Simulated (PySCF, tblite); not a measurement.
**C9H12N2: geometry, infrared bands and NMR shifts**

What infrared bands and NMR shifts should C9H12N2 (`C#Cc1ccnn1[C@H](C)CC`) show?

The runs use tblite 0.8.0 and PySCF 2.14.0, with density-fitted response routines of our own; the level of theory stands in each step. All values are computed, except where a source is named. Atoms count from 0, in the outputs and in this text.

**1. The molecule as given**

23 atoms, charge 0, multiplicity 1; geometry from: force field or distance geometry start.

Bonds of the start (Å): C0–C1 1.19, C1–C2 1.43, C2–C3 1.37, C3–C4 1.41, C4–N5 1.34, N5–N6 1.36, N6–C7 1.46, C7–C8 1.54, C7–C9 1.53, C9–C10 1.52, N6–C2 1.37, C0–H11 1.07, C3–H12 1.09, C4–H13 1.08, C7–H14 1.10, C8–H15 1.09, C8–H16 1.10, C8–H17 1.09, C9–H18 1.10, C9–H19 1.10, C10–H20 1.10, C10–H21 1.10, C10–H22 1.09.

**2. Relaxing the molecule with GFN2-xTB**

What the job is given:

```
{"job": {"kind": "relax", "xc": "GFN2-xTB", "basis": "xTB"}, "charge": 0, "multiplicity": 1}
C     -2.723400     2.096200     0.468900
C     -2.238700     1.014700     0.378000
C     -1.639000    -0.284700     0.297200
C     -2.213900    -1.473600     0.654100
C     -1.235800    -2.448700     0.379200
N     -0.131700    -1.912300    -0.146400
N     -0.396100    -0.582400    -0.186600
C      0.614700     0.344300    -0.697700
C      0.887700     0.058300    -2.181300
C      1.911200     0.309100     0.116600
C      1.722700     0.753200     1.555300
H     -3.182900     3.059700     0.546700
H     -3.200900    -1.636500     1.093500
H     -1.278200    -3.519700     0.511100
H      0.182300     1.357200    -0.630400
H      1.338900    -0.921100    -2.318400
H     -0.044900     0.089900    -2.760100
H      1.558800     0.809100    -2.598600
H      2.646200     0.982300    -0.352400
H      2.360600    -0.692700     0.108400
H      1.285700     1.764100     1.608800
H      2.690700     0.784600     2.072600
H      1.081200     0.075800     2.119200
```

Started as:

```bash
$ OMP_NUM_THREADS=1 python probes_run.py task.json out
```

This one command runs all jobs of the session in turn.

**Question.** This job is followed by: GFN2-xTB harmonic vibrations, gas phase; GIAO PBE0/pcSseg-1 NMR shielding, non-relativistic, gas phase. Predict these results of the whole session: strongest single infrared mode (GFN2-xTB); zero-point energy (GFN2-xTB); 13C shifts against TMS (PBE0/pcSseg-1); 1H shifts against TMS (PBE0/pcSseg-1, means over atoms taken as alike); 15N shifts against NH3 (PBE0/pcSseg-1).

As calculated:

| quantity | value |
| --- | --- |
| strongest single infrared mode (GFN2-xTB) | 1329 cm⁻¹, 55 km/mol |
| zero-point energy (GFN2-xTB) | 118.8 kcal/mol |
| 13C shifts against TMS (PBE0/pcSseg-1) | 142.9, 128.4, 118.3, 95.9, 78.2, 59.0, 34.7, 25.0, 13.4 ppm |
| 1H shifts against TMS (PBE0/pcSseg-1, means over atoms taken as alike) | 7.71, 6.70, 4.53, 3.29, 2.38, 1.52, 1.52, 0.73 ppm |
| 15N shifts against NH3 (PBE0/pcSseg-1) | 345.0, 254.0 ppm |

Over 51 steps the energy fell by 0.168 eV; of the close pairs, N5–N6 changed most, 1.357 to 1.324 Å. All 63 modes are real, so the xTB geometry is a minimum. The strongest single mode, at 1329 cm⁻¹, is spread over many atoms; the largest shares are those of N6, H14. Unscaled tight-binding wavenumbers are off by several per cent, some by more. Its intensities can rank the bands wrongly. At PBE0/pcSseg-1: Shielding is most anisotropic at N5 (span 533 ppm, paramagnetic term -399 ppm). NICS(1)zz of -29 ppm above the planar ring from C2 marks a diatropic (aromatic) ring current.
